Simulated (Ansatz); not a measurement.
# C2H10In2O2: small, medium and large basis sets

The task here is to estimate one member of a computed series from the others.

Method: one geometry, several basis sets; program: Ansatz 0.2.0, Gaussian basis.

Plan: PBE0-D4/def2-SVP; ωB97M-V/def2-SVP; PBE0-D4/def2-QZVPP; ωB97M-V/def2-QZVPP; the functionals' def2-TZVPP values are taken from earlier runs.

1 further run of the same task is left out (it didn't finish). Runs told in other sessions of the task aren't counted.

## The geometry

An earlier PBE0-D4 in a triple-zeta def2 set relaxation fixed the geometry. In takes the def2 core potential; no spin-orbit term is included.

16 atoms, charge 0, spin multiplicity 1.

Atoms are counted from 1 here; the program's logs count them from 0.

Bond lengths: C1–O2 1.408 Å, C1–H7 1.095 Å, C1–H8 1.095 Å, C1–H9 1.098 Å, O2–In3 2.160 Å, O2–In6 2.160 Å, In3–O4 2.160 Å, In3–H10 1.717 Å, In3–H11 1.707 Å, O4–C5 1.408 Å, O4–In6 2.160 Å, C5–H12 1.095 Å, C5–H13 1.098 Å, C5–H14 1.095 Å, In6–H15 1.717 Å, In6–H16 1.707 Å. Angles: O2–C1–H7 110.5°, O2–C1–H8 110.5°, O2–C1–H9 112.2°, H7–C1–H8 107.3°, H7–C1–H9 108.1°, H8–C1–H9 108.1°, C1–O2–In3 121.1°, C1–O2–In6 121.1°, In3–O2–In6 100.9°, O2–In3–O4 79.1°, O2–In3–H10 106.7°, O2–In3–H11 107.2°, O4–In3–H10 106.7°, O4–In3–H11 107.2°, H10–In3–H11 135.5°, In3–O4–C5 121.1°, In3–O4–In6 100.9°, C5–O4–In6 121.1° and more.

The first run:

The input, in.yaml:

```yaml
crystal:
  periodic: [false, false, false]
  atoms:
    - {symbol: C, position_ang: [0.017742, 2.515261, 0.219994]}
    - {symbol: O, position_ang: [-0.228295, 1.234154, 0.750745]}
    - {symbol: In, position_ang: [1.380745, -0.174713, 1.055368]}
    - {symbol: O, position_ang: [-0.115818, -1.449690, 0.159788]}
    - {symbol: C, position_ang: [0.222638, -2.364855, -0.855888]}
    - {symbol: In, position_ang: [-1.743092, -0.052092, -0.096510]}
    - {symbol: H, position_ang: [-0.900335, 3.112832, 0.217952]}
    - {symbol: H, position_ang: [0.752697, 3.049741, 0.831658]}
    - {symbol: H, position_ang: [0.398020, 2.471188, -0.808978]}
    - {symbol: H, position_ang: [2.551924, 0.141712, -0.159128]}
    - {symbol: H, position_ang: [1.422414, -0.540075, 2.722549]}
    - {symbol: H, position_ang: [1.011339, -3.043740, -0.513831]}
    - {symbol: H, position_ang: [0.576435, -1.862017, -1.765431]}
    - {symbol: H, position_ang: [-0.643598, -2.980131, -1.122409]}
    - {symbol: H, position_ang: [-1.822142, 0.313239, -1.771908]}
    - {symbol: H, position_ang: [-2.880654, -0.370824, 1.136028]}
basis:
  gaussian: {orbitals: def2-SVP}
hamiltonian: {xc: pbe0, dispersion: d4}
output: {orbitals: {seedname: orbitals}}
```

Run with:

```console
$ ansatz run in.yaml --threads 4 --pin off --events-out ev --progress --plain --max-ram 11315MiB
```

Steps of the session up to this table: PBE0-D4 in def2-SVP; ωB97M-V in def2-SVP; PBE0-D4 in def2-QZVPP; ωB97M-V in def2-QZVPP.

One table of the session follows, with a row left open; its other results are not shown here.

It belongs to the step «Density functionals: the series». 

```
functional       basis  HOMO (eV)
   PBE0-D4    def2-SVP      -7.64
   PBE0-D4  def2-TZVPP      -7.74
   PBE0-D4  def2-QZVPP      -7.76
   ωB97M-V    def2-SVP      -9.87
   ωB97M-V  def2-TZVPP     -10.01
   ωB97M-V  def2-QZVPP          ?
```

Estimate the missing values for ωB97M-V, def2-QZVPP.

As computed: HOMO (eV): -10.02. In the column «HOMO (eV)» it is the lowest.
